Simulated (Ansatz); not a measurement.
# C₂H₄BrClSi: basis-set convergence

An exercise on one series of results from a longer session: the logs are not shown, and one member is left open.

Method: one geometry, several basis sets; program: Ansatz 0.2.0, Gaussian basis.

Plan: PBE0-D4/def2-SVP; ωB97M-V/def2-SVP; PBE0-D4/def2-QZVPP; ωB97M-V/def2-QZVPP; the functionals' def2-TZVPP values are taken from earlier runs.

### The relaxed structure

All runs share one geometry, relaxed beforehand with PBE0-D4 in a triple-zeta def2 set.

9 atoms, charge 0, spin multiplicity 1.

Atoms are counted from 1 here; the program's logs count them from 0.

Bond lengths: Cl1–C2 1.754 Å, C2–Br3 1.926 Å, C2–C4 1.529 Å, C2–Si5 1.858 Å, C4–Si5 1.860 Å, C4–H6 1.085 Å, C4–H7 1.086 Å, Si5–H8 1.475 Å, Si5–H9 1.475 Å. Angles: Cl1–C2–Br3 113.0°, Cl1–C2–C4 115.4°, Cl1–C2–Si5 120.5°, Br3–C2–C4 114.8°, Br3–C2–Si5 119.0°, C4–C2–Si5 65.8°, C2–C4–Si5 65.7°, C2–C4–H6 115.7°, C2–C4–H7 114.8°, Si5–C4–H6 119.8°, Si5–C4–H7 119.2°, H6–C4–H7 113.3°, C2–Si5–C4 48.6°, C2–Si5–H8 118.4°, C2–Si5–H9 117.8°, C4–Si5–H8 119.5°, C4–Si5–H9 118.9°, H8–Si5–H9 116.4°.

The first run:

in.yaml reads:

```yaml
crystal:
  periodic: [false, false, false]
  atoms:
    - {symbol: Cl, position_ang: [1.281398, -1.948481, -0.380909]}
    - {symbol: C, position_ang: [0.131227, -0.637216, -0.564982]}
    - {symbol: Br, position_ang: [-0.784824, -0.672540, -2.259077]}
    - {symbol: C, position_ang: [0.636428, 0.741547, -0.138692]}
    - {symbol: Si, position_ang: [-0.739456, 0.069114, 0.917095]}
    - {symbol: H, position_ang: [0.436510, 1.551268, -0.832519]}
    - {symbol: H, position_ang: [1.647861, 0.753628, 0.255306]}
    - {symbol: H, position_ang: [-2.108898, 0.588949, 0.744966]}
    - {symbol: H, position_ang: [-0.411747, -0.492569, 2.241512]}
basis:
  gaussian: {orbitals: def2-SVP}
hamiltonian: {xc: pbe0, dispersion: d4}
output: {orbitals: {seedname: orbitals}}
```

Among the steps run: PBE0-D4 in def2-SVP; ωB97M-V in def2-SVP; PBE0-D4 in def2-QZVPP; ωB97M-V in def2-QZVPP.

One of the session's tables, all rows but one given; the rest of the session is left out.

It belongs to the step «Density functionals: the series». 

```
functional       basis  HOMO (eV)
   PBE0-D4    def2-SVP      -7.03
   PBE0-D4  def2-TZVPP      -7.14
   PBE0-D4  def2-QZVPP          ?
   ωB97M-V    def2-SVP      -9.13
   ωB97M-V  def2-TZVPP      -9.26
   ωB97M-V  def2-QZVPP      -9.29
```

**Question.** Estimate the row for PBE0-D4, def2-QZVPP.

**Answer.** HOMO (eV): -7.16. In the column «HOMO (eV)» it lies between ωB97M-V, def2-SVP (-9.13) and PBE0-D4, def2-TZVPP (-7.14).
